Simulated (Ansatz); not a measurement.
LiRe3 in Ansatz: convergence with smearing width

Input of the first run (smearing width 0.3 eV); the others differ in this setting and in those tied to it:

File input.yaml:

```yaml
crystal:
  lattice:
    - [0.0, 3.052881, 3.052881]
    - [3.052881, 0.0, 3.052881]
    - [3.052881, 3.052881, 0.0]
  atoms:
    - { symbol: Re, position: [0.5, 0.5, 0.5] }
    - { symbol: Re, position: [0.25, 0.25, 0.25] }
    - { symbol: Re, position: [0.75, 0.75, 0.75] }
    - { symbol: Li, position: [0.0, 0.0, 0.0] }
hamiltonian:
  xc: lda
  pseudopotentials: { kind: paw }
kpoints:
  mp_grid: { grid: [6, 6, 6] }
scf:
  occupations: { method: gaussian, width: 0.3 }
output:
  forces: true
  stress: true
  eigenvalues: true
```

Potentials or basis: Ansatz PAW.

Run with:

```sh
$ ansatz run input.yaml --threads 2 --pin off --max-ram 5632MiB --backend cpu --events-out ev --progress --plain --runs-dir out
```

The cell comes from a database or a generator and needn't be the stable form of this composition.

Hardware: 2 threads of Arm Neoverse V2, on a shared host.

Task: The values tried are 0.3 eV, 0.2 eV, 0.15 eV, 0.1 eV, 0.05 eV, 0.025 eV, 0.01 eV, 0.005 eV, loosest first. From which on does the energy stay within 1 meV/atom of the tightest run that finished?

Result: From 0.2 eV on.

| smearing width | energy less the tightest run, at zero smearing (meV/atom) | pressure (GPa) | SCF cycles | CPU time (s) | peak memory (GiB) |
| --- | --- | --- | --- | --- | --- |
| 0.3 eV | -1.46 | -14.77 | 6 | 1.2 | 0.3 |
| 0.2 eV | -0.82 | -14.94 | 6 | 1.2 | 0.29 |
| 0.15 eV | -0.49 | -15.02 | 6 | 1.2 | 0.29 |
| 0.1 eV | -0.54 | -15.10 | 6 | 1.3 | 0.29 |
| 0.05 eV | -0.40 | -15.12 | 6 | 1.3 | 0.29 |
| 0.025 eV | -0.16 | -15.10 | 6 | 1.3 | 0.29 |
| 0.01 eV | -0.04 | -15.10 | 6 | 1.2 | 0.3 |
| 0.005 eV | 0.00 | -15.10 | 6 | 1.2 | 0.3 |

Against the tightest run, the pressure stays within 0.1 GPa from 0.15 eV on. Narrower smearing needs a denser k mesh, so at a fixed mesh the narrowest width isn't the most accurate. The tightest run that finished is the yardstick and may itself not be fully converged.

Caveat, for the tightest run too: so large a pressure means that the cell lies far from this level's equilibrium, or that cutoff or potentials fall short; the PAW data sets come from PBE, with cores solved anew for the run's functional, which leaves a small shift of forces and pressure. Spin-orbit coupling is left out, which matters for the levels of Re.
